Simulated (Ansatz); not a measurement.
**C₂H₈SiTe: small, medium and large basis sets**

An exercise on one series of results from a longer session: the logs are not shown, and one member is left open.

Computed with Ansatz 0.2.0, Gaussian basis. Level: one geometry, several basis sets.

Levels to be run: PBE0-D4/def2-SVP; ωB97M-V/def2-SVP; PBE0-D4/def2-QZVPP; ωB97M-V/def2-QZVPP; the functionals' def2-TZVPP values are taken from earlier runs.

## The relaxed structure

An earlier PBE0-D4 in a triple-zeta def2 set relaxation fixed the geometry. Te takes the def2 core potential; no spin-orbit term is included.

SMILES `CC[Te][SiH3]`, 12 atoms, charge 0, spin multiplicity 1.

Atoms are counted from 1 here; the program's logs count them from 0.

Bond lengths: C1–C2 1.514 Å, C1–H5 1.092 Å, C1–H6 1.094 Å, C1–H7 1.092 Å, C2–Te3 2.166 Å, C2–H8 1.089 Å, C2–H9 1.090 Å, Te3–Si4 2.482 Å, Si4–H10 1.485 Å, Si4–H11 1.487 Å, Si4–H12 1.487 Å. Angles: C2–C1–H5 111.6°, C2–C1–H6 110.2°, C2–C1–H7 111.6°, H5–C1–H6 107.7°, H5–C1–H7 107.9°, H6–C1–H7 107.7°, C1–C2–Te3 110.5°, C1–C2–H8 111.7°, C1–C2–H9 111.7°, Te3–C2–H8 106.8°, Te3–C2–H9 106.8°, H8–C2–H9 109.0°, C2–Te3–Si4 94.4°, Te3–Si4–H10 106.8°, Te3–Si4–H11 111.2°, Te3–Si4–H12 111.3°, H10–Si4–H11 109.7°, H10–Si4–H12 109.6° and more.

The first run:

Input file in.yaml:

```yaml
crystal:
  periodic: [false, false, false]
  atoms:
    - {symbol: C, position_ang: [-0.235875, 2.118644, 0.759120]}
    - {symbol: C, position_ang: [-0.266407, 0.624370, 0.520461]}
    - {symbol: Te, position_ang: [0.846053, 0.119124, -1.268492]}
    - {symbol: Si, position_ang: [0.435626, -2.320248, -1.064440]}
    - {symbol: H, position_ang: [0.785058, 2.483062, 0.892858]}
    - {symbol: H, position_ang: [-0.799528, 2.368141, 1.663078]}
    - {symbol: H, position_ang: [-0.682630, 2.667704, -0.072756]}
    - {symbol: H, position_ang: [-1.282530, 0.259788, 0.373593]}
    - {symbol: H, position_ang: [0.192001, 0.075172, 1.342213]}
    - {symbol: H, position_ang: [1.116806, -2.967364, -2.213816]}
    - {symbol: H, position_ang: [0.986986, -2.854634, 0.209201]}
    - {symbol: H, position_ang: [-1.018560, -2.628858, -1.106921]}
basis:
  gaussian: {orbitals: def2-SVP}
hamiltonian: {xc: pbe0, dispersion: d4}
output: {orbitals: {seedname: orbitals}}
```

Among the steps run: PBE0-D4 in def2-SVP; ωB97M-V in def2-SVP; PBE0-D4 in def2-QZVPP; ωB97M-V in def2-QZVPP.

One of the session's tables, all rows but one given; the rest of the session is left out.

It belongs to the step «Density functionals: the series». 

| functional | basis | HOMO (eV) |
| --- | --- | --- |
| PBE0-D4 | def2-SVP | -6.01 |
| PBE0-D4 | def2-TZVPP | -6.09 |
| PBE0-D4 | def2-QZVPP | -6.10 |
| ωB97M-V | def2-SVP | ? |
| ωB97M-V | def2-TZVPP | -8.17 |
| ωB97M-V | def2-QZVPP | -8.19 |

Q: Estimate the row for ωB97M-V, def2-SVP from the others.

As computed: HOMO (eV): -8.06. In the column «HOMO (eV)» it lies between ωB97M-V, def2-TZVPP (-8.17) and PBE0-D4, def2-QZVPP (-6.10).
